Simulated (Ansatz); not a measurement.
**AlBr2 radical: one species, many methods**

An exercise on one series of results from a longer session: the logs are not shown, and one member is left open.

Program: Ansatz 0.2.0, Gaussian basis. Level of theory: functionals in def2-TZVPP, the program's frozen cores in correlated methods. These are calculated values, not measurements.

The runs, in order: LDA (SPW92), PBE-D4, revPBE-D4, BLYP-D4, r2SCAN-D4, B97M-V, PBE0-D4, B3LYP-D4, r2SCANh-D4, r2SCAN0-D4, HSE06-D4, BHLYP-D4, CAM-B3LYP-D4, LC-ωPBE, ωB97X-V, ωB97M-V, B2PLYP, PBE-QIDH; CCSD(T)/def2-SVP; CCSD(T)/def2-TZVPP; CCSD(T)/def2-QZVPP; extrapolation to the limit.

## The relaxed structure

The geometry comes from an earlier relaxation with PBE0-D4 in a triple-zeta def2 set; it is a stationary point.

SMILES `[Br][Al][Br]`, 3 atoms, charge 0, spin multiplicity 2.

Atoms are counted from 1 here; the program's logs count them from 0.

Bond lengths: Br1–Al2 2.266 Å, Al2–Br3 2.266 Å. Angles: Br1–Al2–Br3 119.1°.

Geometry (Å):

```tsv
atom	x (Å)	y (Å)	z (Å)
Br1	0.6070	1.7998	0.5194
Al2	0.5690	-0.4519	0.2652
Br3	-1.1869	-1.4127	-0.7978
```

Set-up of the first run:

in.yaml reads:

```yaml
crystal:
  periodic: [false, false, false]
  atoms:
    - {symbol: Br, position_ang: [0.607022, 1.799798, 0.519438]}
    - {symbol: Al, position_ang: [0.569024, -0.451947, 0.265199]}
    - {symbol: Br, position_ang: [-1.186946, -1.412652, -0.797837]}
basis:
  gaussian: {orbitals: def2-TZVPP}
magnetization: {spin_polarized: true, initial_magnetization: 1}
hamiltonian: {xc: lda}
output: {orbitals: {seedname: orbitals}}
```

Started as:

```console
> ansatz run in.yaml --threads 2 --pin off --events-out ev --progress --plain --max-ram 32768MiB --backend cpu
```

Steps of the session up to this table: LDA; PBE-D4 (GGA); revPBE-D4 (GGA); BLYP-D4 (GGA); r2SCAN-D4 (meta-GGA); B97M-V (meta-GGA); PBE0-D4 (hybrid); B3LYP-D4 (hybrid); r2SCANh-D4 (hybrid); r2SCAN0-D4 (hybrid); HSE06-D4 (hybrid); BHLYP-D4 (hybrid); CAM-B3LYP-D4 (range-separated); LC-ωPBE (range-separated); ωB97X-V (range-separated); ωB97M-V (range-separated); B2PLYP (double hybrid); PBE-QIDH (double hybrid).

One table of the session follows, with a row left open; its other results are not shown here.

It belongs to the step «Orbital energies across the functionals». 

```
  functional  HOMO (eV)  LUMO (eV)  gap (eV)
 LDA (SPW92)      -5.59      -4.54      1.05
      PBE-D4          ?          ?         ?
   revPBE-D4      -5.52      -4.00      1.52
     BLYP-D4      -5.34      -4.18      1.16
   r2SCAN-D4      -5.87      -3.67      2.20
      B97M-V      -5.55      -4.38      1.17
     PBE0-D4      -6.58      -3.38      3.19
    B3LYP-D4      -6.32      -3.74      2.58
  r2SCANh-D4      -6.24      -3.45      2.79
  r2SCAN0-D4      -6.80      -3.12      3.68
    HSE06-D4      -6.19      -3.76      2.43
    BHLYP-D4      -7.41      -2.73      4.69
CAM-B3LYP-D4      -7.73      -2.61      5.12
     LC-ωPBE      -9.07      -1.27      7.80
     ωB97X-V      -8.60      -1.78      6.82
     ωB97M-V      -8.23      -1.97      6.26
```

Estimate the missing values for PBE-D4.

**Answer.** HOMO (eV): -5.55; LUMO (eV): -4.16; gap (eV): 1.39.
